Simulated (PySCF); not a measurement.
# C₇H₅N₃: magnetic properties

Programs: PySCF 2.14.0, with routines of our own; each step states its level. All values are computed. Atoms count from 0.

## (1) The system as given

15 atoms, charge 0, multiplicity 1; geometry from: GFN2-xTB.

## (2) Magnetic properties: GIAO B3LYP/pcSseg-1

The job: settings as JSON, then the geometry in Å.

```
{"job": {"kind": "mag", "xc": "B3LYP", "basis": "pcSseg-1", "isotopologues": 0}, "charge": 0, "multiplicity": 1}
C      4.169495     1.215159     0.057656
C      3.030112     0.837014     0.075248
C      1.686513     0.390104     0.096734
N      1.463253    -0.930940     0.007443
C      0.204747    -1.297169     0.030810
C     -0.828672    -0.346845     0.143181
C     -2.229567    -0.727845     0.171536
C     -3.217336     0.153825     0.275927
N     -0.506054     0.946446     0.227388
N      0.731275     1.312205     0.204140
H      5.164758     1.548246     0.042653
H      0.003058    -2.359351    -0.038930
H     -2.423375    -1.790318     0.102258
H     -3.002964     1.206631     0.343004
H     -4.249658    -0.149171     0.296591
```

With the program's defaults for keys left out, this is: GIAO B3LYP/pcSseg-1 magnetisability, rotational g tensor and spin-rotation constants, non-relativistic, gas phase.

Started as:

```bash
$ OMP_NUM_THREADS=1 python excited_run.py task.json out
```

One launch serves the whole session: the jobs run in the order shown.

Q: Estimate the wall time and peak memory of this first job on 1 thread of Arm Neoverse N1, shared host.

About 60 s, with a peak of 0.84 GiB.
